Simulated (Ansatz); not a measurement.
Crystal: Ta3N.

```
CELL_PARAMETERS angstrom
3.03222 0.00000 0.00000
-1.51611 2.62598 0.00000
0.00000 0.00000 7.52414
ATOMIC_POSITIONS crystal
Ta 0.66667 0.33333 0.82607
Ta 0.33333 0.66667 0.17393
Ta 0.00000 0.00000 0.50000
N 0.00000 0.00000 0.00000
```

The cell comes from a database or a generator and needn't be the stable form of this composition.

Base run:

| Property | Result |
| --- | --- |
| Program | Ansatz 0.2.0 |
| Functional | LDA |
| Potentials or basis | Ansatz PAW |
| Cutoff | 420 eV (not typed: the program's choice for these potentials) |
| k mesh | 7 × 7 × 3 |
| Occupations | fermi-dirac, width 0.05 eV |
| Spin | no spin polarisation |

Its results: band gap on the k mesh none (metal or under the smearing width); pressure -13.3 GPa; largest force 0.693 eV/Å.

Task: The run is repeated on the same cell with these changes: functional from LDA to PBEsol. What comes out?

Result: Band gap on the k mesh none (metal or under the smearing width); pressure -8.1 GPa; largest force 0.550 eV/Å.

PBEsol binds less tightly than LDA, so the same cell stands under more pressure.

Caveats: spin-orbit coupling is left out, which moves the levels of the heavy elements; the PAW data sets come from PBE, with cores solved anew for the run's functional, which leaves a small shift of forces and pressure.
